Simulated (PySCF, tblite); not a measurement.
# C₅H₁₂F₂GeO: geometry, infrared bands and NMR shifts

Wanted: the infrared bands and NMR shifts of C₅H₁₂F₂GeO (`C[C@@H](F)[GeH2][CH2][C@@H](O)CF`), by calculation.

Programs: tblite 0.8.0 and PySCF 2.14.0, with density-fitted response routines of our own. Each step states its level of theory. These are calculated values for one molecule in the gas phase, unless marked as measured. Atoms are numbered from 0 throughout.

### 1 The starting structure

21 atoms, charge 0, multiplicity 1; geometry from: force field or distance geometry start.

Bonds of the start (Å): C0–C1 1.52, C1–F2 1.37, C1–Ge3 1.95, Ge3–C4 1.96, C4–C5 1.54, C5–O6 1.41, C5–C7 1.54, C7–F8 1.39, C0–H9 1.10, C0–H10 1.12, C0–H11 1.11, C1–H12 1.10, Ge3–H13 1.55, Ge3–H14 1.56, C4–H15 1.11, C4–H16 1.11, C5–H17 1.11, O6–H18 0.98, C7–H19 1.11, C7–H20 1.11.

### 2 Geometry optimisation with GFN2-xTB

What the job is given:

```
{"job": {"kind": "relax", "xc": "GFN2-xTB", "basis": "xTB"}, "charge": 0, "multiplicity": 1}
C     -2.492200    -0.223500    -0.669900
C     -1.892100     1.092900    -0.202100
F     -2.879500     2.008300     0.047400
Ge    -0.875100     0.820200     1.443400
C      0.525100    -0.525200     1.193200
C      1.474300    -0.113200     0.054300
O      2.127500     1.086500     0.403100
C      2.530500    -1.199800    -0.191600
F      1.916200    -2.370900    -0.626500
H     -1.706700    -0.958300    -0.895200
H     -3.174400    -0.640100     0.109900
H     -3.096400    -0.044600    -1.589500
H     -1.211900     1.488500    -0.963600
H     -0.226200     2.153600     1.881700
H     -1.837500     0.333700     2.568500
H      0.033000    -1.488400     0.954300
H      1.088500    -0.638500     2.140600
H      0.884400     0.026300    -0.875700
H      2.468700     1.485000    -0.429800
H      3.103700    -1.413100     0.738000
H      3.231100    -0.862500    -0.976900
```

Run with:

```console
> OMP_NUM_THREADS=1 python probes_run.py task.json out
```

This one command runs all jobs of the session in turn.

**Question.** This job is followed by: GFN2-xTB harmonic vibrations, gas phase; GIAO PBE0/pcSseg-1 NMR shielding, non-relativistic, gas phase. Predict these results of the whole session: strongest single infrared mode (GFN2-xTB); zero-point energy (GFN2-xTB); ¹³C shifts against TMS (PBE0/pcSseg-1); ¹H shifts against TMS (PBE0/pcSseg-1, means over atoms taken as alike); ¹⁹F shifts against CFCl3 (PBE0/pcSseg-1); ⁷³Ge shifts against GeMe4 (PBE0/pcSseg-1); ¹⁷O shifts against H2O (PBE0/pcSseg-1).

The runs gave:

| quantity | value |
| --- | --- |
| strongest single infrared mode (GFN2-xTB) | 2047 cm⁻¹, 401 km/mol |
| zero-point energy (GFN2-xTB) | 99.8 kcal/mol |
| ¹³C shifts against TMS (PBE0/pcSseg-1) | 93.1, 92.2, 71.0, 23.5, 22.4 ppm |
| ¹H shifts against TMS (PBE0/pcSseg-1, means over atoms taken as alike) | 5.41, 4.74, 4.36, 4.28, 3.80, 3.78, 1.72, 1.71, 1.16, 0.64 ppm |
| ¹⁹F shifts against CFCl3 (PBE0/pcSseg-1) | -234.0, -254.9 ppm |
| ⁷³Ge shifts against GeMe4 (PBE0/pcSseg-1) | -149 ppm |
| ¹⁷O shifts against H2O (PBE0/pcSseg-1) | 57.7 ppm |

**Reading.** Relaxing lowered the energy by 0.299 eV in 106 steps; the close pair that moved most is Ge3–H13, from 1.546 to 1.496 Å. All 57 modes are real, so the xTB geometry is a minimum. The strongest single mode, at 2047 cm⁻¹, moves mainly H13. GFN2-xTB is a fitted tight-binding method: band positions and strengths are rough. Its intensities can rank the bands wrongly. H12 (hydrogen on an sp3 CH bonded to F and Ge) lies farthest downfield among hydrogen, at 5.41 ppm; its carbon carries F, hence the downfield position. At PBE0/pcSseg-1: The widest tensor belongs to Ge3: span 166 ppm, with a paramagnetic part of -1274 ppm. Spin-orbit coupling is left out, which matters for shieldings and couplings at and beside the heavy atoms.
